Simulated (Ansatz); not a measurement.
**r2SCAN/STO-3G run of GeS (germanium sulfide)**

Aim: the electronic atomisation energy of GeS (germanium sulfide) at r2SCAN/STO-3G, from 3 runs. 

The calculation is run with Ansatz 0.2.0.

58 further runs of the same task are left out: 29 that didn't finish, 29 set aside as unsound or not needed.

**1. Starting point**

GeS: 2 atoms, total charge 0, spin state singlet. As SMILES, `[S+]#[Ge-]`. The bond length is the measured one.

Bond lengths: S1–Ge2 2.012 Å.

**2. The energy at r2SCAN/STO-3G**

input.yaml

```yaml
crystal:
  periodic: [false, false, false]
  atoms:
    - {symbol: S, position_ang: [0.000000, 0.000000, 0.000000]}
    - {symbol: Ge, position_ang: [0.000000, 0.000000, 2.012086]}
basis:
  gaussian: {orbitals: STO-3G}
hamiltonian: {xc: {name: r2SCAN}}
accuracy: high
```

Run with:

```
$ ansatz run input.yaml --threads 1 --pin off --max-ram 2610MiB --events-out events.jsonl --progress --plain --runs-dir runs
```

What it wrote:

```text
Warning: RAYON_NUM_THREADS=1 ignored (pool sized by the plan → 1); use --threads N
Functional definition: r2SCAN
  name "r2SCAN"
  parameter k0 = 0.174
  parameter k1 = 0.065
  parameter a1 = 4.9479
  exchange = r2scan_x(k0 = k0, k1 = k1, a1 = a1)
  correlation = r2scan_c
374 factors; integrals over basis functions are off by at most 1.1e-8 eV
mean field evaluation 1: about -66382.6305 eV, gradient 1.7e2 eV
mean field evaluation 2: about -66472.3735 eV, gradient 8.0e1 eV
mean field evaluation 4: about -66582.6340 eV, gradient 5.7e0 eV
mean field evaluation 8: about -66582.7911 eV, gradient 2.7e0 eV
mean field evaluation 16: about -66582.7980 eV, gradient 4.3e-5 eV
mean field -66582.79799549 eV, -2446.8726948929 hartree, gradient 4.5e-8 eV, S^2 0.000000; 0 other end points of the search recorded, 0 dependent functions left out
reference -66582.79799577 eV, -2446.8726949033 hartree; 24, 24 occupied and 3, 3 virtual orbitals, 374 factors
Total energy: -66582.79799577 eV, -2446.8726949033 hartree
```

Wall time 2.9 s (1 thread of Arm Neoverse V1, shared host); peak memory 0.12 GiB.

**3. The Ge atom**

in.yaml

```yaml
crystal:
  periodic: [false, false, false]
  atoms:
    - symbol: Ge
      position_ang: [0.000000, 0.000000, 0.000000]
basis:
  gaussian:
    orbitals: STO-3G
magnetization:
  spin_polarized: true
  initial_magnetization: 2
hamiltonian:
  xc: r2scan
accuracy: high
```

Run the same way, it converges to -2052.92746 Eh (log not shown).

**4. The S atom at the same level**

input.yaml

```yaml
crystal:
  periodic: [false, false, false]
  atoms:
    - {symbol: S, position_ang: [0.000000, 0.000000, 0.000000]}
basis:
  gaussian: {orbitals: STO-3G}
magnetization: {spin_polarized: true, initial_magnetization: 2}
hamiltonian: {xc: {name: r2SCAN}}
accuracy: high
```

Run the same way, it converges to -393.65620 Eh (log not shown).

**5. Outcome**

Level: r2SCAN/STO-3G.

| quantity | value |
| --- | --- |
| molecule: total energy | -2446.87269 Eh |
| Ge atom: total energy | -2052.92746 Eh |
| Ge atom: ⟨S²⟩ | 2.233 |
| S atom: total energy | -393.65620 Eh |
| S atom: ⟨S²⟩ | 2.000 |
| electronic atomisation energy | 7.865 eV |

In words: Taking the molecule apart into free atoms costs 7.87 eV (759 kJ/mol), before zero-point energy and without spin-orbit coupling. In a minimal basis such a difference can be off by several eV, whatever the method. ⟨S²⟩ (Ge atom) is 2.23 where a pure triplet has 2.00: the reference is spin-contaminated.
